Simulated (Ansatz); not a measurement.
# Sr2SO: band structure with LDA

The system is Sr2SO.

```
CELL_PARAMETERS angstrom
4.04324 0.00000 0.00000
0.00000 4.04324 0.00000
0.00000 0.00000 5.71800
ATOMIC_POSITIONS crystal
Sr 0.50000 0.50000 0.50000
Sr 0.00000 0.00000 0.00000
S 0.00000 0.00000 0.50000
O 0.50000 0.50000 0.00000
```

The cell comes from a database or a generator and needn't be the stable form of this composition.

| Quantity | Value |
| --- | --- |
| Program | Ansatz 0.2.0 |
| Task | band structure |
| Functional | LDA |
| Potentials or basis | Ansatz PAW |
| Cutoff | 420 eV (not typed: the program's choice for these potentials) |
| k mesh | 5 × 5 × 4 |
| Occupations | fermi-dirac, width 0.05 eV |
| Spin | no spin polarisation |
| Path | [["G", "X", "M", "G", "Z", "R", "A", "Z"], ["X", "R"], ["M", "A"]] |
| Points for each segment of the path | 14 |

The pressure is -4.8 GPa and the band gap on the k mesh is 2.14 eV, direct. The band gap along the path is 2.14 eV, direct.

Stress tensor (GPa, compression positive):
```
-4.81  0.00  0.00
 0.00 -4.81  0.00
 0.00  0.00 -4.69
```

Levels at the corners of the path, in eV from the valence-band top:
| point | band 14 | band 15 | band 16 | band 17 | band 18 | band 19 |
| --- | --- | --- | --- | --- | --- | --- |
| Γ | -0.03 | 0.00 | 0.00 | 2.14 | 2.75 | 4.56 |
| X | -1.24 | -0.56 | -0.45 | 4.27 | 5.25 | 5.59 |
| M | -0.26 | -0.26 | -0.15 | 2.32 | 2.32 | 5.39 |
| Γ | -0.03 | 0.00 | 0.00 | 2.14 | 2.75 | 4.56 |
| Z | -0.66 | -0.11 | -0.11 | 2.51 | 3.99 | 4.11 |
| R | -0.98 | -0.77 | -0.62 | 5.12 | 5.49 | 5.94 |
| A | -0.73 | -0.56 | -0.56 | 4.10 | 4.10 | 5.52 |
| Z | -0.66 | -0.11 | -0.11 | 2.51 | 3.99 | 4.11 |
| X | -1.24 | -0.56 | -0.45 | 4.27 | 5.25 | 5.59 |
| R | -0.98 | -0.77 | -0.62 | 5.12 | 5.49 | 5.94 |
| M | -0.26 | -0.26 | -0.15 | 2.32 | 2.32 | 5.39 |
| A | -0.73 | -0.56 | -0.56 | 4.10 | 4.10 | 5.52 |

It took 4.7 s on 2 threads of Arm Neoverse V1, on a shared host, peak memory 0.39 GiB.

Caveat: the PAW data sets come from PBE, with cores solved anew for the run's functional, which leaves a small shift of forces and pressure.
